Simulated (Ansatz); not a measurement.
# Sn3Te in Ansatz: the effect of functional

The system is Sn3Te.

```
Te Sn
1.0
    -2.34603    2.34603    5.62469
     2.34603   -2.34603    5.62469
     2.34603    2.34603   -5.62469
Te Sn
1 3
Direct
  0.00000 0.00000 0.00000
  0.50000 0.50000 0.00000
  0.25000 0.75000 0.50000
  0.75000 0.25000 0.50000
```

The cell comes from a database or a generator and needn't be the stable form of this composition.

The cell isn't the ideal one: volume scaled by 1.06.

Alike in all runs:

* Program: Ansatz 0.2.0
* Task: single point
* Potentials or basis: Ansatz PAW
* k mesh: 8 × 8 × 8
* Occupations: fermi-dirac, width 0.05 eV
* Spin: no spin polarisation

| functional | cutoff | pressure (GPa) |
| --- | --- | --- |
| LDA | 420 eV (not typed: the program's choice for these potentials) | ? |
| r2SCAN | 500 eV (not typed: the program's choice for these potentials) | -3.2 |
| PBE | 420 eV (not typed: the program's choice for these potentials) | -2.6 |

Question: What does the run with functional LDA give?

Answer: Pressure -6.0 GPa.

Caveats: the PAW data sets come from PBE, with cores solved anew for the run's functional, which leaves a small shift of forces and pressure (some runs).
